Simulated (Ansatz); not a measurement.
**CBrSi− (SMILES [Si-]#CBr): one structure at several levels**

How do the functionals fare away from a minimum? The structure is a structure displaced at random from a GFN2-xTB minimum.

Method: single points in def2-TZVPPD; program: Ansatz 0.2.0, Gaussian basis.

Correlated methods freeze the cores. Filled d shells of the heavier atoms are correlated.

### 1 Starting geometry

SMILES `[Si-]#CBr`, 3 atoms, charge -1, spin multiplicity 1.

Atoms are counted from 1 here; the program's logs count them from 0.

Bond lengths: Si1–C2 1.702 Å, C2–Br3 2.041 Å. Angles: Si1–C2–Br3 179.6°.

Geometry (Å):

```
Si    1.2901    0.9245    0.8560
C     0.0619    0.0716    0.0431
Br   -1.4213   -0.9444   -0.9240
```

### 2 CCSD(T)/def2-TZVPPD

File run/in.yaml:

```yaml
crystal:
  periodic: [false, false, false]
  atoms:
    - {symbol: Si, position_ang: [1.290100, 0.924500, 0.856000]}
    - {symbol: C, position_ang: [0.061900, 0.071600, 0.043100]}
    - {symbol: Br, position_ang: [-1.421300, -0.944400, -0.924000]}
basis:
  gaussian: {orbitals: "def2-TZVPPD.json"}
total_charge: -1
correlation: {method: ccsd_t}
output: {forces: true}
```

The basis file named in the input lies beside it (Basis Set Exchange, JSON).

No record of the launch command was kept for these runs.

The log of the run (excerpt; [...] marks lines left out):

```text
Functional definition: HF
  name "HF"
  cite "Fock, Z. Phys. 61, 126 (1930) doi:10.1007/BF01340294"
  parent pbe
[...]
876 factors; integrals over basis functions are off by at most 9.9e-4 eV
[...]
mean field -78889.51263775 eV, -2899.1361162050 hartree, gradient 1.3e-6 eV, S^2 0.000000; 2 other end points of the search recorded, 0 dependent functions left out; unrestricted orbitals would lower it
15 core orbitals not correlated: weight in the atoms' cores, before any rotation towards them, 1.000 or more for the frozen orbitals, at most 0.000 for the correlated occupied ones
reference -78889.51263775 eV, -2899.1361162050 hartree; 13, 13 occupied and 114, 114 virtual orbitals, 876 factors
second order -15.53716093 eV of doubles, -0.00000000 eV of singles
cycle   1  -14.85460393 eV  change    6.8e-1 eV  update   1.4e-1
[...]
cycle  13  -15.57911822 eV  change    1.8e-6 eV  update   1.9e-6
perturbative correction -0.95851683 eV, -0.0352248438 hartree
[...]
Total energy: -78906.05027279 eV, -2899.7438630833 hartree
Atom 0 at     1.290100     0.924500     0.856000 Å, force    -0.881784    -0.615073    -0.586472 eV/Å
Atom 1 at     0.061900     0.071600     0.043100 Å, force    -0.515257    -0.339642    -0.322088 eV/Å
Atom 2 at    -1.421300    -0.944400    -0.924000 Å, force     1.397041     0.954715     0.908559 eV/Å
Dipole moment:    -0.804700    -0.551058    -0.524521 e Å
```

It took 58 s on 4 threads, shared host; peak memory 1.4 GiB.

### 3 PBE0-D4/def2-TZVPPD

Changes to run/in.yaml since step 2:

```diff
@@ -9,3 +9,3 @@
 total_charge: -1
-correlation: {method: ccsd_t}
-output: {forces: true}
+hamiltonian: {xc: pbe0, dispersion: d4}
+output: {forces: true, orbitals: {seedname: orbitals}}
```

The log in run was not kept; the run's report gives a total energy of -78947.030369 eV.

Wall time 1.6 s (4 threads, shared host); peak memory 0.31 GiB.

### 4 wB97M-V/def2-TZVPPD

Changes to run/in.yaml since step 3:

```diff
@@ -9,3 +9,3 @@
 total_charge: -1
-hamiltonian: {xc: pbe0, dispersion: d4}
-output: {forces: true, orbitals: {seedname: orbitals}}
+hamiltonian: {xc: {name: wB97M-V}}
+output: {forces: true}
```

The log in run was not kept; the run's report gives a total energy of -78954.973342 eV.

Run time: 4.5 s. Hardware: 4 threads, shared host; peak memory 0.4 GiB.

### 5 r2SCAN-D4/def2-TZVPPD

Changes to run/in.yaml since step 4:

```diff
@@ -9,3 +9,3 @@
 total_charge: -1
-hamiltonian: {xc: {name: wB97M-V}}
+hamiltonian: {xc: r2scan, dispersion: d4}
 output: {forces: true}
```

The log of the run (excerpt; [...] marks lines left out):

```text
Functional definition: r2SCAN
  name "r2SCAN"
  cite "Furness, Kaplan, Ning, Perdew & Sun, J. Phys. Chem. Lett. 11, 8208 (2020) doi:10.1021/acs.jpclett.0c02405"
  cite "Furness, Kaplan, Ning, Perdew & Sun, J. Phys. Chem. Lett. 11, 9248 (2020) doi:10.1021/acs.jpclett.0c03077"
  parent r2scan
[...]
899 factors; their error is unknown
[...]
mean field -78958.03665671 eV, -2901.6543274545 hartree, gradient 2.6e-5 eV, S^2 0.000000; 0 other end points of the search recorded, 0 dependent functions left out
[...]
reference -78958.03667398 eV, -2901.6543280893 hartree; 28, 28 occupied and 114, 114 virtual orbitals, 899 factors
Total energy: -78958.05573337 eV, -2901.6550285088 hartree
Atom 0 at     1.290100     0.924500     0.856000 Å, force    -1.324239    -0.923217    -0.880243 eV/Å
Atom 1 at     0.061900     0.071600     0.043100 Å, force    -0.099982    -0.049381    -0.045271 eV/Å
Atom 2 at    -1.421300    -0.944400    -0.924000 Å, force     1.424221     0.972598     0.925515 eV/Å
Dipole moment:    -0.781073    -0.534435    -0.508658 e Å
```

It took 2.2 s on 4 threads, shared host; peak memory 0.19 GiB.

### 6 PBE-D4/def2-TZVPPD

Changes to run/in.yaml since step 5:

```diff
@@ -9,3 +9,3 @@
 total_charge: -1
-hamiltonian: {xc: r2scan, dispersion: d4}
+hamiltonian: {xc: pbe, dispersion: d4}
 output: {forces: true}
```

The log in run was not kept; the run's report gives a total energy of -78944.289494 eV.

Wall time 1 s (4 threads, shared host); peak memory 0.17 GiB.

### 7 SPW92/def2-TZVPPD

Changes to run/in.yaml since step 6:

```diff
@@ -9,3 +9,3 @@
 total_charge: -1
-hamiltonian: {xc: pbe, dispersion: d4}
+hamiltonian: {xc: lda}
 output: {forces: true}
```

The log of the run (excerpt; [...] marks lines left out):

```text
Functional definition: SPW92
  name "SPW92"
  cite "Dirac, Proc. Camb. Phil. Soc. 26, 376 (1930) doi:10.1017/S0305004100016108"
  cite "Slater, Phys. Rev. 81, 385 (1951) doi:10.1103/PhysRev.81.385"
  cite "Perdew & Wang, Phys. Rev. B 45, 13244 (1992) doi:10.1103/PhysRevB.45.13244"
[...]
899 factors; their error is unknown
[...]
mean field -78822.29172295 eV, -2896.6657931502 hartree, gradient 1.6e-5 eV, S^2 0.000000; 0 other end points of the search recorded, 0 dependent functions left out
[...]
reference -78822.29176848 eV, -2896.6657948234 hartree; 28, 28 occupied and 114, 114 virtual orbitals, 899 factors
Total energy: -78822.29176848 eV, -2896.6657948234 hartree
Atom 0 at     1.290100     0.924500     0.856000 Å, force    -1.319078    -0.919504    -0.876693 eV/Å
Atom 1 at     0.061900     0.071600     0.043100 Å, force    -0.284521    -0.176075    -0.165894 eV/Å
Atom 2 at    -1.421300    -0.944400    -0.924000 Å, force     1.603599     1.095579     1.042587 eV/Å
Dipole moment:    -0.766247    -0.524242    -0.498952 e Å
```

It took 0.75 s on 4 threads, shared host; peak memory 0.16 GiB.

### 8 BHLYP-D4/def2-TZVPPD

Changes to run/in.yaml since step 7:

```diff
@@ -9,3 +9,3 @@
 total_charge: -1
-hamiltonian: {xc: lda}
+hamiltonian: {xc: {name: BHLYP}, dispersion: d4}
 output: {forces: true}
```

The log in run was not kept; the run's report gives a total energy of -78958.590959 eV.

Run time: 1.6 s. Hardware: 4 threads, shared host; peak memory 0.32 GiB.

### 9 The levels compared

| method | RMS force component (eV/Å) | RMS error against CCSD(T) (eV/Å) | angle to CCSD(T) forces (°) |
| --- | --- | --- | --- |
| CCSD(T) | 0.794 | reference | reference |
| PBE0-D4 | 1.041 | 0.391 | 19.2 |
| wB97M-V | 1.120 | 0.576 | 29.1 |
| r2SCAN-D4 | 0.896 | 0.281 | 17.9 |
| PBE-D4 | 0.770 | 0.114 | 8.2 |
| SPW92 | 0.963 | 0.248 | 11.9 |
| BHLYP-D4 | 1.249 | 0.710 | 31.8 |

Cost and force error (times from a shared host):

| method | time | RMS force error (eV/Å) |
| --- | --- | --- |
| CCSD(T) | 58 s | 0 |
| PBE0-D4 | 1.6 s | 0.391 |
| wB97M-V | 4.5 s | 0.576 |
| r2SCAN-D4 | 2.2 s | 0.281 |
| PBE-D4 | 1 s | 0.114 |
| SPW92 | 0.75 s | 0.248 |
| BHLYP-D4 | 1.6 s | 0.710 |

### 10 What came out

```
              quantity                                                                                          value
   RMS force component                                                           0.770 to 1.249 eV/Å over the methods
       RMS force error  PBE0-D4 0.391, wB97M-V 0.576, r2SCAN-D4 0.281, PBE-D4 0.114, SPW92 0.248, BHLYP-D4 0.710 eV/Å
HOMO and LUMO, PBE0-D4                                                                              -0.85 and 3.10 eV
         T1 diagnostic                                                                                          0.016
```

What this shows: The forces of PBE-D4 come nearest to CCSD(T), those of BHLYP-D4 are farthest. Frozen-core CCSD(T) forces in triple zeta carry basis errors of their own, and this is one geometry, so small gaps rank nothing. The restricted Hartree–Fock reference is unstable towards an unrestricted one at one or more of these structures.
